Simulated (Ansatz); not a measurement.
# MgAuC4N4: the cost of one run

Computed with Ansatz 0.2.0 (DFT PBE, scalar-relativistic, plane waves, PAW, unless a step's input says otherwise).

## (1) Starting point

It takes space group P-43m (No. 215, cubic). Conventional cell: a = 5.961 Å, b = 5.961 Å, c = 5.961 Å, α = 90.00°, β = 90.00°, γ = 90.00°. Mg (site symmetry -43m) has 4 N at 2.08 Å in its first shell of neighbours. Around C (site symmetry 3m) lie 1 N at 1.17 Å and 1 Au at 1.92 Å. Au (site symmetry -43m) has 4 C at 1.92 Å in its first shell of neighbours. Around N (site symmetry 3m) lie 1 C at 1.17 Å.

Coordinates:

```
Mg C Au N
1.0
     5.96056    0.00000    0.00000
     0.00000    5.96056    0.00000
     0.00000    0.00000    5.96056
Mg C Au N
1 4 1 4
Direct
  0.50000 0.50000 0.50000
  0.18568 0.18568 0.18568
  0.18568 0.81432 0.81432
  0.81432 0.18568 0.81432
  0.81432 0.81432 0.18568
  0.00000 0.00000 0.00000
  0.29901 0.29901 0.29901
  0.29901 0.70099 0.70099
  0.70099 0.29901 0.70099
  0.70099 0.70099 0.29901
```

The cell is invented: two interpenetrating cyanide-bridged diamond nets (P-43m, No. 215). Lengths come from tabulated atomic sizes and are only a guess.

## (2) Probe: one point on a coarse mesh

The input, input.yaml:

```yaml
crystal:
  lattice:
    - [5.96056418, 0.0, 0.0]
    - [0.0, 5.96056418, 0.0]
    - [0.0, 0.0, 5.96056418]
  atoms:
    - { symbol: Mg, position: [0.5, 0.5, 0.5] }
    - { symbol: C, position: [0.18568384, 0.18568384, 0.18568384] }
    - { symbol: C, position: [0.18568384, 0.81431616, 0.81431616] }
    - { symbol: C, position: [0.81431616, 0.18568384, 0.81431616] }
    - { symbol: C, position: [0.81431616, 0.81431616, 0.18568384] }
    - { symbol: Au, position: [0.0, 0.0, 0.0] }
    - { symbol: "N", position: [0.29901201, 0.29901201, 0.29901201] }
    - { symbol: "N", position: [0.29901201, 0.70098799, 0.70098799] }
    - { symbol: "N", position: [0.70098799, 0.29901201, 0.70098799] }
    - { symbol: "N", position: [0.70098799, 0.70098799, 0.29901201] }
basis:
  ecutwfc: 420
kpoints:
  mp_grid: { grid: [4, 4, 4] }
hamiltonian:
  xc: pbe
scf:
  occupations: { method: gaussian, width: 0.1 }
  lower_state_search: "off"
output:
  forces: true
  stress: true
  eigenvalues: true
```

Launch:

```console
> ansatz run input.yaml --threads 1 --pin off --max-ram 2560MiB --backend cpu --events-out ev --progress --plain --runs-dir out
```

**Question.** How long does this run take on 1 thread of Intel Xeon at 2.50GHz (Skylake/Cascade Lake), shared host, and how much memory does it need?

About 19 s, with a peak of 0.43 GiB.
